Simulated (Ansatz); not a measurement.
# C₂H₆F₂OSi: one species, many methods

Aim: compute C₂H₆F₂OSi with functionals from several rungs and with coupled cluster, and see how far each lands from CCSD(T) at the basis-set limit for the atomisation energy.

The runs use Ansatz 0.2.0, Gaussian basis; functionals in def2-TZVPP, the program's frozen cores in correlated methods.

Levels to be run: LDA (SPW92), PBE-D4, revPBE-D4, BLYP-D4, r2SCAN-D4, B97M-V, PBE0-D4, B3LYP-D4, r2SCANh-D4, r2SCAN0-D4, HSE06-D4, BHLYP-D4, CAM-B3LYP-D4, LC-ωPBE, ωB97X-V, ωB97M-V, B2PLYP, PBE-QIDH; CCSD(T)/def2-SVP; CCSD(T)/def2-TZVPP; MP2/def2-QZVPP; extrapolation to the limit; RPA on PBE.

### 1 Structure used throughout

All runs share one geometry, relaxed beforehand with PBE0-D4 in a triple-zeta def2 set.

SMILES `OC[SiH](F)CF`, 12 atoms, charge 0, spin multiplicity 1.

Atoms are counted from 1 here; the program's logs count them from 0.

Bond lengths: O1–C2 1.424 Å, O1–H7 0.961 Å, C2–Si3 1.875 Å, C2–H8 1.094 Å, C2–H9 1.099 Å, Si3–F4 1.610 Å, Si3–C5 1.885 Å, Si3–H10 1.485 Å, C5–F6 1.396 Å, C5–H11 1.095 Å, C5–H12 1.094 Å. Angles: C2–O1–H7 108.3°, O1–C2–Si3 110.3°, O1–C2–H8 106.7°, O1–C2–H9 111.8°, Si3–C2–H8 109.4°, Si3–C2–H9 112.0°, H8–C2–H9 106.3°, C2–Si3–F4 106.4°, C2–Si3–C5 110.7°, C2–Si3–H10 113.1°, F4–Si3–C5 106.9°, F4–Si3–H10 108.6°, C5–Si3–H10 110.9°, Si3–C5–F6 107.6°, Si3–C5–H11 111.4°, Si3–C5–H12 112.7°, F6–C5–H11 108.3°, F6–C5–H12 108.4° and more.

As a file:

```mol
C2H6F2OSi
  3D, bonds by distance, orders not assigned

 12 11  0  0  0  0  0  0  0  0999 V2000
   -0.0238   -1.9917    0.5701 O   0  0
    0.7952   -0.8617    0.8553 C   0  0
    0.5392    0.4707   -0.4387 Si  0  0
    0.7568   -0.2361   -1.8687 F   0  0
   -1.2369    1.1001   -0.4047 C   0  0
   -1.4196    1.7854    0.7974 F   0  0
    0.2436   -2.3515   -0.2799 H   0  0
    0.4805   -0.4842    1.8329 H   0  0
    1.8534   -1.1397    0.9573 H   0  0
    1.5015    1.5945   -0.3157 H   0  0
   -1.9546    0.2746   -0.4420 H   0  0
   -1.4584    1.7844   -1.2294 H   0  0
  1  2  8  0
  2  3  8  0
  3  4  8  0
  3  5  8  0
  5  6  8  0
  1  7  8  0
  2  8  8  0
  2  9  8  0
  3 10  8  0
  5 11  8  0
  5 12  8  0
M  END
```

### 2 LDA

This LDA is Slater exchange with PW92 correlation.

Contents of in.yaml:

```yaml
crystal:
  periodic: [false, false, false]
  atoms:
    - {symbol: O, position_ang: [-0.023825, -1.991666, 0.570134]}
    - {symbol: C, position_ang: [0.795215, -0.861715, 0.855324]}
    - {symbol: Si, position_ang: [0.539224, 0.470698, -0.438721]}
    - {symbol: F, position_ang: [0.756825, -0.236061, -1.868720]}
    - {symbol: C, position_ang: [-1.236897, 1.100085, -0.404687]}
    - {symbol: F, position_ang: [-1.419591, 1.785444, 0.797389]}
    - {symbol: H, position_ang: [0.243610, -2.351531, -0.279947]}
    - {symbol: H, position_ang: [0.480460, -0.484163, 1.832862]}
    - {symbol: H, position_ang: [1.853387, -1.139690, 0.957276]}
    - {symbol: H, position_ang: [1.501470, 1.594497, -0.315654]}
    - {symbol: H, position_ang: [-1.954610, 0.274555, -0.442029]}
    - {symbol: H, position_ang: [-1.458368, 1.784445, -1.229430]}
basis:
  gaussian: {orbitals: def2-TZVPP}
hamiltonian: {xc: lda}
output: {orbitals: {seedname: orbitals}}
```

After this run come: PBE-D4 (GGA); revPBE-D4 (GGA); BLYP-D4 (GGA); r2SCAN-D4 (meta-GGA); B97M-V (meta-GGA); PBE0-D4 (hybrid); B3LYP-D4 (hybrid); r2SCANh-D4 (hybrid); r2SCAN0-D4 (hybrid); HSE06-D4 (hybrid); BHLYP-D4 (hybrid); CAM-B3LYP-D4 (range-separated); LC-ωPBE (range-separated); ωB97X-V (range-separated); ωB97M-V (range-separated); B2PLYP (double hybrid); PBE-QIDH (double hybrid); CCSD(T) in def2-SVP; CCSD(T) in def2-TZVPP; MP2 in def2-QZVPP; RPA on PBE orbitals.

Q: Predict the results of all the runs planned. Wanted: atomisation energy, CCSD(T)/CBS; farthest beyond LDA; mean size of error, GGA; mean size of error, meta-GGA; mean size of error, hybrid; mean size of error, range-separated; mean size of error, double hybrid; gap, smallest and largest; T1 diagnostic.

The runs gave:

| quantity | value |
| --- | --- |
| atomisation energy, CCSD(T)/CBS | 1084.0 kcal/mol |
| functionals within 5.4 kcal/mol (0.5 %) | BLYP-D4, r2SCAN-D4, B97M-V, HSE06-D4, CAM-B3LYP-D4, LC-ωPBE, ωB97X-V, ωB97M-V |
| farthest beyond LDA | BHLYP-D4 (-41.9 kcal/mol) |
| mean size of error, GGA | 11.2 kcal/mol |
| mean size of error, meta-GGA | 2.3 kcal/mol |
| mean size of error, hybrid | 14.8 kcal/mol |
| mean size of error, range-separated | 2.3 kcal/mol |
| mean size of error, double hybrid | 13.9 kcal/mol |
| gap, smallest and largest | 5.01 eV (LDA (SPW92)), 12.67 eV (LC-ωPBE) |
| T1 diagnostic | 0.0114 |
| triples share of the correlation energy | 3.2 % |

**Reading.** The LDA atomisation energy is off by 164.6 kcal/mol (15 %): it overbinds. PBE-D4 is off by +18.9 kcal/mol. Double hybrids carry the basis error of their MP2 part in triple zeta, and no dispersion term here, so their miss is partly the set-up's. The rungs range-separated, meta-GGA miss on average by less than the doubt on the reference (5.4 kcal/mol), so they tie. Misses under about 5.4 kcal/mol are within the doubt on the reference itself, which lacks core-valence correlation, relativity and higher excitations. Hartree-Fock recovers 72 % of the binding; the rest is correlation. CCSD(T) in def2-SVP is off by -70.2 kcal/mol, more than most functionals: a good method in a small basis is no reference. The gap grows from 5.0 to 12.7 eV across the functionals, mostly with the share of exact exchange.
